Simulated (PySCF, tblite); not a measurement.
**CH₈B₃N₃O, a small molecule taken as a stand-in for a surface group (BN ring, B site): NMR shifts, core binding energies and electronic excitations, part 1 of 2**

What NMR shifts, core binding energies and electronic excitations should one expect for `COB1NBNBN1`?

Programs: tblite 0.8.0 and PySCF 2.14.0. All values are calculated, for the isolated system unless a continuum is named. Atoms count from 0, parts from 1.

### Step 1. The system as given

16 atoms, charge 0, multiplicity 1; geometry: distance geometry start.

### Step 2. Relaxing the cluster with GFN2-xTB

What the job is given:

```
{"job": {"kind": "relax", "xc": "GFN2-xTB", "basis": "xTB"}, "charge": 0, "multiplicity": 1}
N      1.098511     0.616191     1.161662
B      0.758232    -0.901476     1.134752
N      1.720975    -1.780127     0.335676
B      2.585291    -1.080193    -0.739484
N      2.041865     0.260674    -1.278395
B      1.487393     1.252539    -0.207001
O      0.584275     2.333835    -0.724971
C     -0.578151     2.766834    -0.057767
H      0.547139     1.190503     1.769275
H     -0.359109    -1.124003     1.068929
H      2.180061    -2.542970     0.845699
H      3.731613    -1.145421    -0.582755
H      1.498764     0.217364    -2.157726
H     -1.392503     2.289764    -0.520276
H     -0.529905     2.505771     0.937984
H     -0.657865     3.785821    -0.176225
```

With the program's defaults for keys left out, this is: GFN2-xTB geometry optimisation, gas phase.

The run is started by

```sh
$ OMP_NUM_THREADS=1 python cluster_run.py task.json out
```

This one command runs all jobs of the session in turn.

Standard output:

```text
step      E/eV     max force
  0    -621.04091    3.916
  1    -622.10773    2.900
  2    -622.99631    2.354
  3    -623.23495    1.312
  4    -623.50582    0.886
  5    -623.59526    0.903
  6    -623.73902    0.835
  7    -623.85427    1.054
  8    -624.01702    0.945
  9    -624.14535    0.893
 10    -624.27422    1.027
 11    -624.39683    1.001
 12    -624.54367    1.219
 13    -624.70347    1.024
 14    -624.82283    1.189
 15    -624.92841    0.868
 16    -625.03986    0.884
 17    -625.16644    0.677
 18    -625.20857    0.535
 19    -625.24413    0.501
 20    -625.27134    0.453
 21    -625.30023    0.408
 22    -625.32199    0.317
 23    -625.33956    0.328
 24    -625.35166    0.281
 25    -625.36177    0.193
 26    -625.36738    0.143
 27    -625.37215    0.200
 28    -625.37779    0.220
 29    -625.38352    0.189
 30    -625.38739    0.131
 31    -625.38982    0.114
 32    -625.39221    0.126
 33    -625.39525    0.130
 34    -625.39826    0.120
 35    -625.40061    0.134
 36    -625.40255    0.123
 37    -625.40462    0.116
 38    -625.40676    0.107
 39    -625.40884    0.122
 40    -625.41096    0.155
 41    -625.41335    0.162
 42    -625.41563    0.118
 43    -625.41712    0.083
 44    -625.41798    0.069
 45    -625.41869    0.077
 46    -625.41941    0.072
 47    -625.42011    0.057
 48    -625.42078    0.069
 49    -625.42149    0.081
 50    -625.42234    0.087
 51    -625.42329    0.087
 52    -625.42419    0.082
 53    -625.42504    0.071
 54    -625.42595    0.075
 55    -625.42709    0.078
 56    -625.42850    0.084
 57    -625.42997    0.090
 58    -625.43120    0.094
 59    -625.43216    0.087
 60    -625.43300    0.071
 61    -625.43374    0.068
 62    -625.43431    0.050
 63    -625.43472    0.039
 64    -625.43504    0.042
 65    -625.43535    0.046
 66    -625.43570    0.048
 67    -625.43605    0.046
 68    -625.43635    0.038
 69    -625.43654    0.027
 70    -625.43667    0.027
 71    -625.43679    0.023
 72    -625.43693    0.023
 73    -625.43704    0.023
 74    -625.43714    0.022
 75    -625.43724    0.023
 76    -625.43735    0.023
 77    -625.43745    0.021
 78    -625.43753    0.021
 79    -625.43761    0.021
 80    -625.43769    0.025
 81    -625.43777    0.027
 82    -625.43786    0.023
 83    -625.43794    0.019
 84    -625.43803    0.021
 85    -625.43811    0.023
 86    -625.43819    0.023
 87    -625.43826    0.018
 88    -625.43832    0.020
 89    -625.43838    0.020
 90    -625.43843    0.016
 91    -625.43848    0.016
 92    -625.43854    0.020
 93    -625.43859    0.025
 94    -625.43866    0.024
 95    -625.43872    0.021
 96    -625.43877    0.018
 97    -625.43881    0.018
 98    -625.43886    0.019
 99    -625.43892    0.019
100    -625.43898    0.023
101    -625.43904    0.018
102    -625.43909    0.020
103    -625.43913    0.022
104    -625.43919    0.022
105    -625.43929    0.029
106    -625.43943    0.027
107    -625.43958    0.031
108    -625.43972    0.031
109    -625.43984    0.028
110    -625.43993    0.029
111    -625.44000    0.020
112    -625.44005    0.017
113    -625.44009    0.013
114    -625.44012    0.011
115    -625.44013    0.007
```

It took 3.5 s on 1 thread of AMD EPYC 7R43, shared host.

Along the way:

```csv
step,energy from step 0 (eV),largest force (eV/Å)
0,0.0000,3.9160
4,-2.4649,0.8864
8,-2.9761,0.9447
12,-3.5028,1.2194
16,-3.9989,0.8837
20,-4.2304,0.4528
24,-4.3107,0.2807
28,-4.3369,0.2201
32,-4.3513,0.1261
36,-4.3616,0.1224
40,-4.3700,0.1546
44,-4.3771,0.0694
48,-4.3799,0.0689
52,-4.3833,0.0821
56,-4.3876,0.0839
60,-4.3921,0.0712
64,-4.3941,0.0416
68,-4.3954,0.0382
72,-4.3960,0.0234
76,-4.3964,0.0236
80,-4.3968,0.0247
84,-4.3971,0.0214
88,-4.3974,0.0199
92,-4.3976,0.0196
96,-4.3979,0.0176
100,-4.3981,0.0232
104,-4.3983,0.0227
108,-4.3988,0.0306
112,-4.3991,0.0164
115,-4.3992,0.0071
```

Close pairs (by a distance rule), those that changed most:

```csv
bond,before (Å),after (Å),change (Å)
N0–B1,1.556,1.415,-0.140
N4–B5,1.562,1.427,-0.135
B3–N4,1.544,1.412,-0.132
B5–O6,1.501,1.371,-0.130
N0–B5,1.559,1.430,-0.129
N2–B3,1.547,1.420,-0.127
B1–N2,1.529,1.417,-0.112
C7–H14,1.031,1.096,+0.065
```

### Step 3. Optimising the geometry at PBE0-D3(BJ)/def2-SVP

What the job is given:

```
{"job": {"xc": "PBE0", "basis": "def2-SVP", "d3": "d3bj", "grid": 2, "kind": "geom", "shake": 0.01}, "charge": 0, "multiplicity": 1}
N     -0.497160    -0.292252     0.761417
B     -0.078177    -1.555364     1.150484
N      0.954230    -2.137332     0.389174
B      1.618092    -1.497262    -0.719213
N      1.098692    -0.226431    -1.075437
B      0.046655     0.436743    -0.356089
O     -0.323604     1.671893    -0.789348
C     -1.337754     2.419439    -0.179130
H     -1.263679     0.176488     1.297194
H     -0.559100    -2.105197     2.079567
H      1.295184    -3.052265     0.674768
H      2.457399    -2.012374    -1.310678
H      1.471860     0.284778    -1.856617
H     -2.328986     1.888861    -0.209820
H     -1.120155     2.617630     0.874015
H     -1.444948     3.371329    -0.708141
```

Standard output:

```text
step   0  E = -356.57278814  max force = 0.053621
step   1  E = -356.57903201  max force = 0.011618
step   2  E = -356.57919495  max force = 0.004959
step   3  E = -356.57930833  max force = 0.003948
step   4  E = -356.57937467  max force = 0.001381
step   5  E = -356.57937671  max force = 0.000437
optimisation converged
```

Run time: 77 s. Hardware: 1 thread of AMD EPYC 7R43, shared host; peak memory 0.77 GiB.

The steps of the relaxation:

```csv
step,energy from step 0 (eV),largest force component (eV/Å)
0,0.0000,2.7573
1,-0.1699,0.5974
2,-0.1743,0.2550
3,-0.1774,0.2030
4,-0.1792,0.0710
5,-0.1793,0.0225
```

Distances of close pairs at the start and the end, largest changes first:

```csv
bond,before (Å),after (Å),change (Å)
B3–H11,1.149,1.210,+0.061
N0–B1,1.386,1.426,+0.039
N0–H8,1.046,1.011,-0.035
B1–H9,1.182,1.211,+0.029
C7–H13,1.125,1.105,-0.019
B1–N2,1.409,1.426,+0.017
C7–H14,1.094,1.106,+0.012
N2–B3,1.442,1.431,-0.011
```

The end geometry stands in the next job.

```csv
at the end point,value
point group (found at 0.08 Å tolerance),Cs
"rotational constants (GHz, main isotopes)","4.729, 1.473, 1.131"
dipole moment (D),1.51
```

### Step 4. Nuclear shieldings: PBE0/pcSseg-1

What the job is given:

```
{"job": {"kind": "nmr", "xc": "PBE0", "basis": "pcSseg-1"}, "charge": 0, "multiplicity": 1}
N     -0.524671    -0.233240     0.713143
B     -0.079033    -1.530194     1.103544
N      0.970022    -2.129847     0.346859
B      1.576508    -1.477987    -0.772854
N      1.097783    -0.186837    -1.119783
B      0.046471     0.470223    -0.400843
O     -0.350339     1.715716    -0.810285
C     -1.367975     2.414648    -0.158604
H     -1.267660     0.192302     1.250033
H     -0.577808    -2.100444     2.047712
H      1.295887    -3.049572     0.610668
H      2.465145    -2.008980    -1.399681
H      1.504118     0.302465    -1.906769
H     -2.331070     1.872851    -0.188799
H     -1.120194     2.621423     0.898913
H     -1.510936     3.380755    -0.664198
```

Level: GIAO PBE0/pcSseg-1 NMR shielding, non-relativistic, gas phase.

Standard output:

```text
coarse grid: 13576 points
cycle   1  E = -356.6323085371  dE =  1.121e+00  |g| = 7.335e-01  |ddm| = 3.435e+00
cycle   2  E = -356.5515189359  dE =  8.079e-02  |g| = 9.979e-01  |ddm| = 1.232e+00
cycle   3  E = -356.7408984668  dE = -1.894e-01  |g| = 8.369e-02  |ddm| = 7.587e-01
cycle   4  E = -356.7419195254  dE = -1.021e-03  |g| = 4.452e-02  |ddm| = 7.838e-02
cycle   5  E = -356.7422913448  dE = -3.718e-04  |g| = 1.064e-02  |ddm| = 3.148e-02
cycle   6  E = -356.7423142575  dE = -2.291e-05  |g| = 2.115e-03  |ddm| = 7.574e-03
cycle   7  E = -356.7423152294  dE = -9.719e-07  |g| = 4.376e-04  |ddm| = 1.690e-03
final grid: 131992 points
cycle   8  E = -356.7870605437  dE = -3.985e-05  |g| = 1.272e-02  |ddm| = 2.643e-02
cycle   9  E = -356.7870274500  dE =  3.309e-05  |g| = 1.853e-02  |ddm| = 1.752e-02
cycle  10  E = -356.7870924439  dE = -6.499e-05  |g| = 1.421e-03  |ddm| = 1.045e-02
cycle  11  E = -356.7870928654  dE = -4.215e-07  |g| = 2.454e-04  |ddm| = 1.184e-03
cycle  12  E = -356.7870928754  dE = -9.974e-09  |g| = 1.025e-04  |ddm| = 1.914e-04
cycle  13  E = -356.7870928774  dE = -1.967e-09  |g| = 2.618e-05  |ddm| = 6.603e-05
cycle  14  E = -356.7870928775  dE = -1.411e-10  |g| = 7.793e-06  |ddm| = 2.260e-05
converged SCF energy = -356.7870928775

GIAO shielding tensors (ppm)
atom      isotropic    diamagn.    paramagn.     s11        s22        s33       span
  0 N      148.944     326.927    -177.983     40.875    167.198    238.759    197.884
  1 B       72.244     196.540    -124.296     43.440     60.789    112.502     69.062
  2 N      126.544     323.275    -196.731    -12.458    159.789    232.301    244.759
  3 B       72.375     195.967    -123.592     43.687     60.777    112.660     68.972
  4 N      141.345     325.657    -184.313     37.159    165.836    221.038    183.880
  5 B       78.516     197.835    -119.319     68.859     70.110     96.578     27.719
  6 O      268.797     394.496    -125.700    156.018    304.206    346.165    190.147
  7 C      133.407     243.376    -109.969    107.921    109.996    182.304     74.383
  8 H       26.769      34.458      -7.689     21.057     27.889     31.362     10.305
  9 H       26.547      29.340      -2.793     23.810     26.915     28.917      5.107
 10 H       26.064      28.975      -2.911     22.060     25.398     30.734      8.674
 11 H       26.584      28.308      -1.723     23.837     26.800     29.117      5.280
 12 H       26.629      32.008      -5.379     21.475     26.814     31.600     10.125
 13 H       27.771      29.330      -1.558     24.070     25.563     33.681      9.611
 14 H       27.767      29.359      -1.591     24.071     25.546     33.686      9.616
 15 H       27.466      26.991       0.476     23.068     25.654     33.677     10.609
```

It took 32 s on 1 thread of AMD EPYC 7R43, shared host; peak memory 0.9 GiB.

The references, computed at this level on geometries of the same kind, shield at (ppm): ¹H TMS 31.27, ¹³C TMS 184.4, ¹⁵N NH3 265.7, ¹⁷O H2O 334.6, ¹¹B BF3·OEt2 100.7. Their shielding less the atom's gives the shift. The references are single molecules in the gas phase, so shifts against H2O, NH3, PH3, H3PO4 or CFCl3 are not on the usual liquid scales and can be off by tens of ppm. Atoms listed in one row are averaged.

```csv
atoms,environment,σ (ppm),δ (ppm)
C7,"carbon bonded to O, 3 H",133.4,51.0
H10,hydrogen on a nitrogen bonded to 2 B,26.06,5.20
H9,hydrogen on a boron bonded to 2 N,26.55,4.72
H11,hydrogen on a boron bonded to 2 N,26.58,4.68
H12,hydrogen on a nitrogen bonded to 2 B,26.63,4.64
H8,hydrogen on a nitrogen bonded to 2 B,26.77,4.50
H15,hydrogen on a carbon bonded to O,27.47,3.80
"H13, H14",hydrogen on a carbon bonded to O,27.77,3.50
N2,"nitrogen bonded to 2 B, H",126.5,139.1
N4,"nitrogen bonded to 2 B, H",141.3,124.3
N0,"nitrogen bonded to 2 B, H",148.9,116.7
B1,"boron bonded to 2 N, H",72.2,28.5
B3,"boron bonded to 2 N, H",72.4,28.4
B5,"boron bonded to 2 N, O",78.5,22.2
O6,"oxygen bonded to C, B",268.8,65.8
```

The run also stored atomic charges by several schemes (e):

```csv
atoms,Mulliken,IAO,Hirshfeld,ESP fit
N0,-0.57,-0.49,-0.24,-0.72
B1,0.32,0.18,0.15,0.44
N2,-0.54,-0.46,-0.23,-0.72
B3,0.33,0.18,0.15,0.56
N4,-0.54,-0.48,-0.24,-0.89
B5,0.58,0.45,0.24,0.92
O6,-0.50,-0.41,-0.19,-0.50
C7,-0.04,-0.19,-0.03,-0.06
```

Mayer bond orders: N0–B1 1.17, B1–N2 1.17, N2–B3 1.14, B3–N4 1.19, N4–B5 1.10, B5–O6 1.14, O6–C7 0.91, B5–N0 1.08.

Ring of atoms N0, B1, N2, B3, N4, B5: NICS(0) -3.1, NICS(1) -3.0, NICS(1)zz -4.0 ppm (means of both faces).

The fields below are evaluated on a grid from the run's orbitals.

Frontier orbitals at PBE0/pcSseg-1, with the share of their density that lies nearest to each atom:

```csv
orbital,energy (eV),lies on
HOMO,-7.52,"N2, N4 about 25 % each; O6 21 %; N0 7 %"
LUMO,0.55,"B1, B3 about 27 % each; H9, H11 about 10 % each; N0, N4 about 8 % each"
```

ELF in a plane through or near 14 of the atoms.

Ten even steps from ' ' (0.00) to '@' (1.00):
```
                                                        
                                                        
                  ..::..                                
                ++@@@@@@%%..                            
              ::@@@@@@@@@@..                            
                ++@@@@@@##  ::%%%%::                    
                ..##%%**==::##@@@@++                    
        --%%%%**--++--##**%%%%@@@@::  ....              
        ##@@@@@@**####::%%----**::  ::**++..            
        ::##%%%%====++  ..**%%++....--..::==--::        
            ..==%%%%==  ..::==..****##++::@@@@@@++      
            ::==--**--##**%%..--%%--**==%%@@@@@@%%      
        ==@@@@@@@@..****%%++==::##%%%%..::@@@@@@==      
        **@@@@@@@@==--**%%@@::  --####..  ..++::        
        --@@@@@@@@::  **@@@@++  ..==--                  
          --%%@@##    ++@@@@**                          
                        ----                            
                                                        
                                                        
                                                        
```
The map spans 12.5 Å across and 10.4 Å up, centred on the molecule. Atoms in the plane (x, y in Å): N0 (0.0, 0.9), B1 (-1.3, 1.4), N2 (-2.4, 0.4), B3 (-2.1, -1.0), N4 (-0.7, -1.4), B5 (0.4, -0.5), O6 (1.6, -0.9), C7 (2.8, -0.1), H8 (0.8, 1.6), H9 (-1.6, 2.6), H10 (-3.3, 0.7), H11 (-3.0, -1.8), H12 (-0.5, -2.4), H15 (3.7, -0.7).

log10 of the density (e/Å³) in the same plane.

Ten even steps from ' ' (-4.0) to '@' (2.2):
```
                                                        
                  ........                              
              ....::::::::..                            
            ..::--======--::..                          
            ..::==++++++==--::::::..                    
          ..::--==******++========--::......            
        ..::----==++****++++++**++==--::::::..          
      ..--==++++++**##@@****##**++========--::..        
      ::--++****####******####**++==++++++++--::..      
      ..--==++**####**++++******++++**##**++++==::..    
      ..::--==++******++++**%%********%%##**++==--..    
      ..::--==++**%%********##**##%%##********++--..    
      ::--==++********##@@##++++**####++++++++==--..    
      ::--==++****++++**##**++==++++++==------::..      
      ..::--==++++====++****==----====--::::....        
      ....::----------==++++--::::::::..                
          ....::::....::----::..                        
                                                        
                                                        
                                                        
```
The map spans 12.5 Å across and 10.4 Å up, centred on the molecule. Atoms in the plane (x, y in Å): N0 (0.0, 0.9), B1 (-1.3, 1.4), N2 (-2.4, 0.4), B3 (-2.1, -1.0), N4 (-0.7, -1.4), B5 (0.4, -0.5), O6 (1.6, -0.9), C7 (2.8, -0.1), H8 (0.8, 1.6), H9 (-1.6, 2.6), H10 (-3.3, 0.7), H11 (-3.0, -1.8), H12 (-0.5, -2.4), H15 (3.7, -0.7).

On the surface of density 0.002 e/bohr³ the electrostatic potential runs, from the 1st to the 99th percentile, from -1.15 V near O6 to 1.55 V near H8.

(Continued in part 2 of 2.)
